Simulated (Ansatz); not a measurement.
# Al12Cu3Si5: the cost of one run

Method: DFT PBEsol, scalar-relativistic, plane waves, PAW, in Ansatz 0.2.0.

### Step 1. The structure to begin with

The cell holds 20 atoms (Al12Cu3Si5): a = 6.655 Å, b = 6.655 Å, c = 7.467 Å, α = 76.09°, β = 76.09°, γ = 85.46°.

The sites of an ideal hcp lattice, at a guessed lattice constant, take 12 Al, 5 Si, 3 Cu (sublattices apart by semicolons), with a shake of 0.02 Å. Warren-Cowley parameters of the first shell (negative: unlike neighbours preferred): Al-Cu -0.16, Al-Si -0.03, Cu-Si +0.44. In a cell this small the draw can fall short of the order aimed at.

The coordinates stand in the first input below.

### Step 2. Relaxing on a coarse mesh

Cell and atoms move without symmetry, on a coarse mesh with loose thresholds.

Contents of input.yaml:

```yaml
crystal:
  lattice:
    - [4.23344322, -2.44417957, -4.51567276]
    - [4.23344322, -2.44417957, 4.51567276]
    - [-1.41114774, -7.33253871, 0.0]
  atoms:
    - { symbol: Al, position: [0.1381926236, 0.3993135748, 0.599699756] }
    - { symbol: Al, position: [0.9395436433, 0.1830546396, 0.404346301] }
    - { symbol: Al, position: [0.6450878863, 0.8927105795, 0.5963250325] }
    - { symbol: Al, position: [0.2424308386, 0.4852308449, 0.2030507841] }
    - { symbol: Al, position: [0.0387827037, 0.294414691, 0.0029687602] }
    - { symbol: Al, position: [0.5414272245, 0.7932436111, 0.9958018356] }
    - { symbol: Al, position: [0.8540058812, 0.608023386, 0.4025519229] }
    - { symbol: Al, position: [0.5549330025, 0.3117327045, 0.6029667789] }
    - { symbol: Al, position: [0.1606293525, 0.9097937936, 0.2020649605] }
    - { symbol: Al, position: [0.6602527855, 0.4016064698, 0.2002796797] }
    - { symbol: Al, position: [0.4566372153, 0.2047844693, 0.0055827589] }
    - { symbol: Al, position: [0.2593541139, 0.0116413633, 0.7968900673] }
    - { symbol: Si, position: [0.8417708649, 0.0922569205, 0.8016004418] }
    - { symbol: Si, position: [0.3396947998, 0.5927148886, 0.8005579441] }
    - { symbol: Si, position: [0.0601426597, 0.8069993723, 0.6017170699] }
    - { symbol: Si, position: [0.9568256707, 0.7058603333, 0.0006718928] }
    - { symbol: Si, position: [0.7570458831, 0.507566308, 0.7987717448] }
    - { symbol: Cu, position: [0.4414005843, 0.6882520284, 0.4049801987] }
    - { symbol: Cu, position: [0.7447002195, 0.9928999512, 0.200806136] }
    - { symbol: Cu, position: [0.3586095708, 0.102712227, 0.4010173644] }
  symmetry: { detect: false }
basis:
  ecutwfc: 420
kpoints:
  mp_grid: { grid: [2, 2, 2], shift: [0.5, 0.5, 0.5] }
hamiltonian:
  xc: pbesol
scf:
  occupations: { method: gaussian, width: 0.1 }
  lower_state_search: "off"
output:
  forces: true
  stress: true
  eigenvalues: true
relax:
  adjacent_minimum: "off"
  f_tol: 0.04
  max_steps: 50
  cell: { stress_tol: 0.3 }
```

Launch:

```
ansatz run input.yaml --threads 4 --pin off --max-ram 9216MiB --backend cpu --events-out ev --progress --plain --runs-dir out
```

What time and memory should one allow on 4 threads of Intel Xeon 6975P-C (Granite Rapids), shared host?

About 27 s, with a peak of 0.82 GiB.
